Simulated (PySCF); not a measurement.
# [PmF2]+: other functionals and bases at one geometry

The task here is to estimate one member of a computed series from the others.

The runs use PySCF 2.14.0; several levels, as the steps say, no spin–orbit coupling.

1 further run of the same task is left out (for a known fault of the program).

## Starting geometry

3 atoms, charge 1, spin multiplicity 1.

Bond lengths: Pm1–F2 1.983 Å, Pm1–F3 1.983 Å. Angles: F2–Pm1–F3 108.9°.

Coordinates:

```xyz
3
F2Pm
Pm    0.00000    0.00000   -0.36743
F     1.61275    0.00000    0.78585
F    -1.61275    0.00000    0.78585
```

Formal oxidation states: Pm +3. Each metal's 4 4f electrons lie in its core potential, so multiplicities, spins and levels count the valence alone. An earlier session relaxed this geometry at PBE0, Pm lcecp-1-SVP with ECP50, F def2-SVP (singlet, point group C2v).

At PBE0 on the finer grid: E = -233.348841 Eh, HOMO -15.98 eV, LUMO -7.74 eV, Mulliken charge on Pm1 +1.67 e, largest force component 0.002 eV/Å. 

Levels to run: revPBE; TPSS; PBE0, TZVP. Hardware: 2 threads of Arm Neoverse V1, shared host.

Set-up of the first run:

The input, run.py (the lines that set the calculation):

```python
mol = gto.M(atom='''
Pm     0.00000     0.00000    -0.36743
F      1.61275     0.00000     0.78585
F     -1.61275     0.00000     0.78585''',
    basis={'Pm': 'lcecp-1-SVP', 'F': 'def2-SVP'},
    ecp={'Pm': 'lcecp-1-SVP'},
    charge=1, spin=0)
mf = dft.RKS(mol, xc='PBE_R,PBE')
mf.grids.atom_grid = (75, 302)  # f atoms: unpruned, at least (60, 302)
mf = mf.density_fit()  # fitting sets: Pm AutoAux, F def2-universal-JKFIT
mf.conv_tol = 1e-08; mf.max_cycle = 55
mf.kernel(dm0)  # dm0: the density of the relaxed state
```

Started as:

```bash
> OMP_NUM_THREADS=2 python run.py
```

Among the steps run: revPBE; TPSS; PBE0, TZVP.

One table of the session follows, with a row left open; its other results are not shown here.

```
              level  HOMO (eV)  gap (eV)  charge on Pm1 (e)  dipole (D)  largest force component (eV/Å)
PBE0 (relaxed here)     -15.98      8.24               1.67        6.45                            0.00
             revPBE          ?         ?                  ?           ?                               ?
               TPSS     -14.16      5.93               1.59        6.10                            0.54
         PBE0, TZVP     -16.02      8.36               1.85        6.50                            0.25
```

**Question.** Estimate the row for revPBE.

As computed: HOMO (eV): -14.03; gap (eV): 5.61; charge on Pm1 (e): 1.53; dipole (D): 5.94; largest force component (eV/Å): 0.65. In the column «HOMO (eV)» it is the highest.

The dipole of a charged species depends on the origin, so these sizes hold for this origin alone.

In one basis the HOMO–LUMO gap runs from 5.61 eV (revPBE) to 8.24 eV (PBE0). The largest leftover force, 0.65 eV/Å with revPBE, stands at a geometry relaxed at another level. With 4f in the core, its levels are missing from HOMO and gap, and its count is fixed, so no charge can pass from the ligands into it. Total energies of different levels can't be compared.
